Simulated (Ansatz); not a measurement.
# CH6ClFOSi2: the cost of one run

Method: RKS PBE-D4/STO-3G, in Ansatz 0.2.0.

## 1. The structure to begin with

Bond lengths: Si1–F2 1.590 Å, Si1–C3 1.870 Å, C3–H4 1.110 Å, C3–H5 1.110 Å, C3–H6 1.110 Å, Si1–Cl7 2.128 Å, Si1–O8 1.679 Å, O8–Si9 1.680 Å, Si9–H10 1.460 Å, Si9–H11 1.460 Å, Si9–H12 1.460 Å. Angles (14 of 19 angles, heavy atoms first): F2–Si1–C3 109.4°, F2–Si1–Cl7 109.5°, F2–Si1–O8 109.5°, C3–Si1–Cl7 109.5°, C3–Si1–O8 109.5°, Cl7–Si1–O8 109.5°, Si1–O8–Si9 125.0°, Si1–C3–H4 109.5°, Si1–C3–H5 109.5°, Si1–C3–H6 109.5°, O8–Si9–H10 109.5°, O8–Si9–H11 109.5°, O8–Si9–H12 109.5°, H4–C3–H5 109.4°.

As a file:

```xyz
12

Si    0.0000    0.0000    0.0000
F     0.0000    0.0000    1.5900
C     1.7634    0.0000   -0.6227
H     2.1111   -1.0463   -0.7509
H     1.8119    0.5276   -1.5981
H     2.4154    0.5187    0.1108
Cl   -1.0032    1.7381   -0.7093
O    -0.7913   -1.3709   -0.5594
Si   -1.6730   -2.4329    0.3983
H    -1.2634   -2.2870    1.7920
H    -3.0964   -2.1323    0.2761
H    -1.4264   -3.8036   -0.0398
```

## 2. Relaxing the start

File input.yaml:

```yaml
crystal:
  periodic: [false, false, false]
  atoms:
    - { symbol: Si, position_ang: [0.0, 0.0, 0.0] }
    - { symbol: F, position_ang: [0.0, 0.0, 1.59] }
    - { symbol: C, position_ang: [1.7634, 0.0, -0.6227] }
    - { symbol: H, position_ang: [2.1111, -1.0463, -0.7509] }
    - { symbol: H, position_ang: [1.8119, 0.5276, -1.5981] }
    - { symbol: H, position_ang: [2.4154, 0.5187, 0.1108] }
    - { symbol: Cl, position_ang: [-1.0032, 1.7381, -0.7093] }
    - { symbol: O, position_ang: [-0.7913, -1.3709, -0.5594] }
    - { symbol: Si, position_ang: [-1.673, -2.4329, 0.3983] }
    - { symbol: H, position_ang: [-1.2634, -2.287, 1.792] }
    - { symbol: H, position_ang: [-3.0964, -2.1323, 0.2761] }
    - { symbol: H, position_ang: [-1.4264, -3.8036, -0.0398] }
basis:
  gaussian: { orbitals: STO-3G }
hamiltonian:
  xc: pbe
  dispersion: d4
relax:
  f_tol: 0.02
  max_steps: 40
```

Started as:

```bash
ansatz run input.yaml --threads 1 --pin off --max-ram 2048MiB --backend cpu --events-out ev --progress --plain --runs-dir out
```

**Question.** How long does this run take on 1 thread of Arm Neoverse V1, shared host, and how much memory does it need?

About 81 s, with a peak of 0.18 GiB.
